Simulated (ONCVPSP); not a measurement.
# Ho: generating and testing an ONCV potential

Do these settings give a usable potential? It is generated, then checked for transferability, scattering, ghosts and hardness.

Method: ONCVPSP 4.0.1, PBE, scalar-relativistic.

### Step 1. Settings

Typed settings, in words:

| Quantity | Value |
| --- | --- |
| element | holmium (Ho, Z = 67) |
| type | optimised norm-conserving Vanderbilt (ONCV) |
| frozen core | [Kr] 4d10 |
| valence charge | 21 |
| reference configuration | 4f11 5s2 5p6 5d1 6s1 |
| partial waves | 5s+6s: rc 1.85 bohr, ncon 4, nbas 9, qcut 6.9 1/bohr, 2 projectors; 5p: rc 1.55 bohr, ncon 4, nbas 7, qcut 4.8 1/bohr, 3 projectors, debl 0.8 Ha; 5d: rc 4.00 bohr, ncon 4, nbas 8, qcut 3.2 1/bohr, 2 projectors, debl 3.5 Ha; 4f: rc 1.40 bohr, ncon 4, nbas 9, qcut 12.1 1/bohr, 2 projectors, debl 1.6 Ha |
| local potential | polynomial inside 1.35 bohr (lpopt 5, dvloc0 -1 Ha) |
| core correction | not asked for |

The outer shells as boxes (Hund's rule for the drawing; the calculation is spin-unpolarised):

```
[Kr] core
4d [↑↓][↑↓][↑↓][↑↓][↑↓]
4f [↑↓][↑↓][↑↓][↑↓][↑ ][↑ ][↑ ]
5s [↑↓]
5p [↑↓][↑↓][↑↓]
5d [↑ ][  ][  ][  ][  ]
6s [↑ ]
```

The nodes and maxima of the atom's own shells, from an earlier all-electron run, set the scale for the radii.

All-electron outer shells of the reference configuration (PBE, scalar-relativistic, ld1.x):

| shell | level (eV) | outermost node (bohr) | outermost maximum (bohr) |
| --- | --- | --- | --- |
| 4d | -158.59 | 0.25 | 0.52 |
| 5s | -49.72 | 0.61 | 1.14 |
| 5p | -25.27 | 0.66 | 1.29 |
| 6s | -3.66 | 1.55 | 3.47 |
| 4f | -2.56 | – | 0.53 |
| 6p | -1.17 | 1.91 | 4.99 |
| 5d | -0.84 | 0.75 | 2.19 |

### Step 2. Generation

The input, Ho.dat:

```
# ATOM AND REFERENCE CONFIGURATION
# atsym  z   nc   nv     iexc    psfile
  Ho 67.00    9    5        4      upf
#
#   n    l    f
    1    0    2.00
    2    0    2.00
    2    1    6.00
    3    0    2.00
    3    1    6.00
    3    2   10.00
    4    0    2.00
    4    1    6.00
    4    2   10.00
    4    3   11.00
    5    0    2.00
    5    1    6.00
    5    2    1.00
    6    0    1.00
#
# PSEUDOPOTENTIAL AND OPTIMIZATION
# lmax
    3
#
#   l,   rc,      ep,       ncon, nbas, qcut
    0    1.85    0.00    4    9    6.90
    1    1.55    0.00    4    7    4.80
    2    4.00    0.00    4    8    3.20
    3    1.40    0.00    4    9   12.10
#
# LOCAL POTENTIAL
# lloc, lpopt,  rc(5),   dvloc0
    4    5    1.35   -1.00
#
# VANDERBILT-KLEINMAN-BYLANDER PROJECTORs
# l, nproj, debl
    0    2    1.60
    1    3    0.80
    2    2    3.50
    3    2    1.60
#
# MODEL CORE CHARGE
# icmod, fcfact, rcfact
    0    0.00    0.00
#
# LOG DERIVATIVE ANALYSIS
# epsh1, epsh2, depsh
   -3.00    5.00    0.02
#
# OUTPUT GRID
# rlmax, drl
    6.00    0.01
#
# TEST CONFIGURATIONS
# ncnf
    4
# nvcnf
#   n    l    f
    5
    4    3   11.00
    5    0    2.00
    5    1    6.00
    5    2    0.00
    6    0    2.00
#
    5
    4    3   11.00
    5    0    2.00
    5    1    6.00
    5    2    0.00
    6    0    1.00
#
    5
    4    3   11.00
    5    0    2.00
    5    1    6.00
    5    2    0.00
    6    0    0.00
#
    5
    4    3   11.00
    5    0    2.00
    5    1    6.00
    5    2    0.00
    6    0    1.50
#
```

Started as:

```bash
$ oncvpsp.x < Ho.dat > Ho.out
```

What does the calculation give? Wanted: cutoffs for 1 and 0.1 mHa per electron, occupied waves; bound ghosts; GHOST(+) flags; largest test error; largest phase difference near zero energy, channels read; projector energies reset by the program.

As calculated:

```
                                                quantity                                                value
  cutoffs for 1 and 0.1 mHa per electron, occupied waves                                      64 Ha and 91 Ha
                                            bound ghosts                                     p at -3159.26 eV
                                          GHOST(+) flags                 s at 96 eV, s at 104 eV, p at 319 eV
                            largest test error (AE − PS)  +70 meV, for 4f11 5s2 5p6 5d0 6s1 (1 test unsolved)
largest phase difference near zero energy, channels read                                            0.333 rad
                 projector energies reset by the program                           p: -0.929, 0.250, 1.050 Ha
```

What this shows: It has a bound ghost (p), a state that the atom doesn't have, and that rules the file out. The worst unpolarised test, 4f11 5s2 5p6 5d0 6s1, is off by 70 meV on 3.6 eV; by total energies transferability rates as fair where solved. Of the tests 1 gave no usable energy difference, which is a warning in itself. It counts as hard, with 64 Ha needed at the looser tolerance. At the looser tolerance the 4f wave is the slowest; 5p needs 50 Ha. Near zero energy the largest phase difference among the channels read is 0.33 rad, in the d channel. The program also flags highly localised states, GHOST(+) (s, p). These are tests on the free atom; a crystal test is still owed.
